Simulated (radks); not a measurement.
# Valence configurations of W⁺

Aim: which of several valence configurations of W⁺ lies lowest at this level, and whether it is the one NIST lists ([Xe] 4f14 5d4 6s1).

Method: Dirac Kohn-Sham, BLYP, spin-unpolarised, spherical densities, finite nucleus; open shells fill j = l - 1/2 first. Code: radks (a radial shooting solver on a logarithmic mesh, Libxc functionals) version 1.

### Step 1. Starting point

```
element            : tungsten (Z = 74)
charge             : +1
electrons          : 73
configuration      : [Xe] 4f14 5d4 6s1
nuclear rms radius : 5.3658 fm
others tried       : 4f14 5d4 6s0.5 6p0.5; 4f13.5 5d4.5 6s1; 4f14 5d4 6p1; 4f14 5d4.5 6s0.5; 4f14 5d3 6s1 6p1; 4f13 5d4 6s1 6p1; 4f14 5d3 6s2; 4f13 5d5 6s0.5 6p0.5; 4f13 5d5 6s1
```

### Step 2. [Xe] 4f14 5d4 6s1

The run's settings:

```text
Z 74
configuration [Xe] 4f14 5d4 6s1
relativity Dirac
functional b88,lyp
spin unpolarised
j_filling energy
nucleus finite rms 5.3658 fm
c 137.035999084
```

### Step 3. [Xe] 4f14 5d4 6s0.5 6p0.5

Changes since step 2:

```diff
@@ -1,3 +1,3 @@
 Z 74
-configuration [Xe] 4f14 5d4 6s1
+configuration [Xe] 4f14 5d4 6s0.5 6p0.5
 relativity Dirac
```

### Step 4. [Xe] 4f13.5 5d4.5 6s1

Changes since step 3:

```diff
@@ -1,3 +1,3 @@
 Z 74
-configuration [Xe] 4f14 5d4 6s0.5 6p0.5
+configuration [Xe] 4f13.5 5d4.5 6s1
 relativity Dirac
```

### Step 5. [Xe] 4f14 5d4 6p1

Changes since step 4:

```diff
@@ -1,3 +1,3 @@
 Z 74
-configuration [Xe] 4f13.5 5d4.5 6s1
+configuration [Xe] 4f14 5d4 6p1
 relativity Dirac
```

### Step 6. [Xe] 4f14 5d4.5 6s0.5

Changes since step 5:

```diff
@@ -1,3 +1,3 @@
 Z 74
-configuration [Xe] 4f14 5d4 6p1
+configuration [Xe] 4f14 5d4.5 6s0.5
 relativity Dirac
```

### Step 7. [Xe] 4f14 5d3 6s1 6p1

Changes since step 6:

```diff
@@ -1,3 +1,3 @@
 Z 74
-configuration [Xe] 4f14 5d4.5 6s0.5
+configuration [Xe] 4f14 5d3 6s1 6p1
 relativity Dirac
```

### Step 8. [Xe] 4f13 5d4 6s1 6p1

Changes since step 7:

```diff
@@ -1,3 +1,3 @@
 Z 74
-configuration [Xe] 4f14 5d3 6s1 6p1
+configuration [Xe] 4f13 5d4 6s1 6p1
 relativity Dirac
```

### Step 9. [Xe] 4f14 5d3 6s2

Changes since step 8:

```diff
@@ -1,3 +1,3 @@
 Z 74
-configuration [Xe] 4f13 5d4 6s1 6p1
+configuration [Xe] 4f14 5d3 6s2
 relativity Dirac
```

### Step 10. [Xe] 4f13 5d5 6s0.5 6p0.5

Changes since step 9:

```diff
@@ -1,3 +1,3 @@
 Z 74
-configuration [Xe] 4f14 5d3 6s2
+configuration [Xe] 4f13 5d5 6s0.5 6p0.5
 relativity Dirac
```

### Step 11. [Xe] 4f13 5d5 6s1

Changes since step 10:

```diff
@@ -1,3 +1,3 @@
 Z 74
-configuration [Xe] 4f13 5d5 6s0.5 6p0.5
+configuration [Xe] 4f13 5d5 6s1
 relativity Dirac
```

Q: Predict the outcome of this session. Wanted: for each run, valence; E − E(NIST configuration); highest level; its energy; 1s shift.

As calculated:

| valence | E − E(NIST configuration) (eV) | highest level | its energy (eV) | 1s shift (eV) |
| --- | --- | --- | --- | --- |
| 4f14 5d4 6s1 | 0.000 | 5d3/2 | -11.806 | +0.00 |
| 4f14 5d3 6s2 | 0.214 | 6s1/2 | -12.951 | -2.77 |
| 4f14 5d4.5 6s0.5 | 0.586 | 5d5/2 | -10.301 | +1.12 |
| 4f14 5d4 6s0.5 6p0.5 | 2.378 | 6p1/2 | -7.620 | -0.61 |
| 4f14 5d4 6p1 | 4.792 | 6p1/2 | -7.903 | -1.20 |
| 4f14 5d3 6s1 6p1 | 5.314 | 6p1/2 | -8.481 | -3.99 |
| 4f13.5 5d4.5 6s1 | 14.873 | 5d5/2 | -11.685 | -4.73 |
| 4f13 5d5 6s1 | 31.729 | 5d5/2 | -12.316 | -9.60 |
| 4f13 5d5 6s0.5 6p0.5 | 34.195 | 6p1/2 | -7.797 | -10.21 |
| 4f13 5d4 6s1 6p1 | 37.374 | 6p1/2 | -8.666 | -13.54 |

What this shows: Theory agrees with NIST among these: the next, 4f14 5d3 6s2, lies 0.214 eV higher. The energies are those of spherical spin-averaged densities, not of single terms. The 1s eigenvalue shifts by up to 13.54 eV as the valence charge is rearranged.
